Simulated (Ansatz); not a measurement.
# Lu3Sc2O: the cost of one run

Program: Ansatz 0.2.0. Level of theory: DFT PBE, scalar-relativistic, plane waves, PAW. These are calculated values, not measurements.

## 1. The system as given

Symmetry: I4/mmm, No. 139, tetragonal system. Conventional cell: a = 6.133 Å, b = 6.133 Å, c = 7.455 Å, α = 90.00°, β = 90.00°, γ = 90.00°. Lu (site symmetry mmm) is surrounded by 2 Lu at 3.07 Å and 2 O at 3.07 Å and 4 Sc at 3.42 Å. Around Lu (site symmetry 4/mmm) lie 2 Sc at 2.21 Å. Sc (site symmetry 4mm) has 1 O at 1.52 Å as nearest neighbours. O (site symmetry 4/mmm) has 2 Sc at 1.52 Å as nearest neighbours.

As a file:

```
Lu Sc O
1.0
    -3.06633    3.06633    3.72736
     3.06633   -3.06633    3.72736
     3.06633    3.06633   -3.72736
Lu Sc O
3 2 1
Direct
  0.50000 0.00000 0.50000
  0.00000 0.50000 0.50000
  0.00000 0.00000 0.00000
  0.70378 0.70378 0.00000
  0.29622 0.29622 0.00000
  0.50000 0.50000 0.00000
```

The cell is invented: random cell by space group and Wyckoff sites (I4/mmm, No. 139). The dimensions are guesses.

## 2. A first look at the guess

Contents of input.yaml:

```yaml
crystal:
  lattice:
    - [-3.06632757, 3.06632757, 3.72736381]
    - [3.06632757, -3.06632757, 3.72736381]
    - [3.06632757, 3.06632757, -3.72736381]
  atoms:
    - { symbol: Lu, position: [0.5, 0.0, 0.5] }
    - { symbol: Lu, position: [0.0, 0.5, 0.5] }
    - { symbol: Lu, position: [0.0, 0.0, 0.0] }
    - { symbol: Sc, position: [0.70378052, 0.70378052, 0.0] }
    - { symbol: Sc, position: [0.29621948, 0.29621948, 0.0] }
    - { symbol: O, position: [0.5, 0.5, 0.0] }
basis:
  ecutwfc: 420
kpoints:
  mp_grid: { grid: [4, 4, 4] }
hamiltonian:
  xc: pbe
scf:
  occupations: { method: gaussian, width: 0.1 }
  lower_state_search: "off"
output:
  forces: true
  stress: true
  eigenvalues: true
```

The run is started by

```sh
ansatz run input.yaml --threads 1 --pin off --max-ram 2560MiB --backend cpu --events-out ev --progress --plain --runs-dir out
```

**Question.** How long does this run take on 1 thread of Intel Xeon Platinum 8488C (Sapphire Rapids), shared host, and how much memory does it need?

About 8.4 s, with a peak of 0.52 GiB.
